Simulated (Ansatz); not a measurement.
Born–Oppenheimer molecular dynamics of a periodic cell of 14 atoms, K3ScV2O8 (host K3ScV2O8, host structure P-3m1). It goes on from the last frame of an earlier run, with new velocities.

These are results of Ansatz 0.2.0, DFT PBEsol, scalar-relativistic, plane waves, PAW, not measurements. Settings: accuracy low, cutoff 420 eV, k mesh 2x2x1, fermi-dirac smearing 0.05 eV, spin collinear.

```
ensemble        : NVT, Langevin thermostat
time step       : 1 fs
steps asked     : 180
set temperature : 650 K
friction        : 0.01 /fs
seed            : 27677
```

First frame:

```xyz
14
Lattice="5.9506 0.0000 0.0000 -2.9753 5.1534 0.0000 0.0000 0.0000 7.6366" Properties=species:S:1:pos:R:3
K -0.190 3.887 5.764
K 3.342 1.482 1.902
K -0.163 0.405 -0.355
Sc -0.035 -0.104 3.884
V 0.183 3.256 2.228
V 2.831 1.761 5.494
O 0.133 3.296 0.585
O 2.941 1.467 7.137
O -1.214 4.038 3.002
O 4.233 1.070 4.745
O 0.059 1.585 2.477
O 2.624 3.549 5.232
O 1.671 3.991 2.716
O 1.395 0.825 4.991
```

What does the run give?

All steps were run.

```yaml
steps_done: 180
time_covered: 180 fs
mean_temperature_over_the_second_half: 721 K
spread_of_the_potential_energy_over_the_second_half: 14.1 meV per atom
mean_potential_energy_of_the_second_half_above_the_start: 35.9 meV per atom
```

The mean temperature of the second half is 11 % above the set value. A run of 0.18 ps of so small a system gives no equilibrium averages. No Hubbard correction was used and the magnetic state wasn't searched. Limits of this set-up: coarse k mesh, low accuracy level.

What happens to the structure?

Mean squared displacements from the first frame to the last, about the centre of mass: K 0.11 Å², Sc 0.02 Å², V 0.02 Å², O 0.15 Å². The details hang on the random start.

How do temperature and energy run in time?


```csv
time (fs),T (K),potential energy less start (eV)
0.0,604,0.000
6.0,503,0.059
12.0,476,0.190
18.0,489,0.221
24.0,470,0.318
30.0,450,0.472
36.0,537,0.421
42.0,627,0.386
48.0,653,0.394
54.0,594,0.492
60.0,494,0.409
66.0,533,0.200
72.0,541,0.226
78.0,663,0.338
84.0,780,0.276
90.0,776,0.396
96.0,631,0.630
102.0,482,0.789
108.0,520,0.727
114.0,602,0.501
120.0,877,0.302
126.0,714,0.505
132.0,568,0.690
138.0,598,0.509
144.0,636,0.642
150.0,670,0.657
156.0,991,0.226
162.0,1091,0.059
168.0,928,0.307
174.0,725,0.485
180.0,652,0.637
```

Time of the run: 25 min on 1 thread of Arm Neoverse V1 (shared host), peak memory 0.61 GiB.
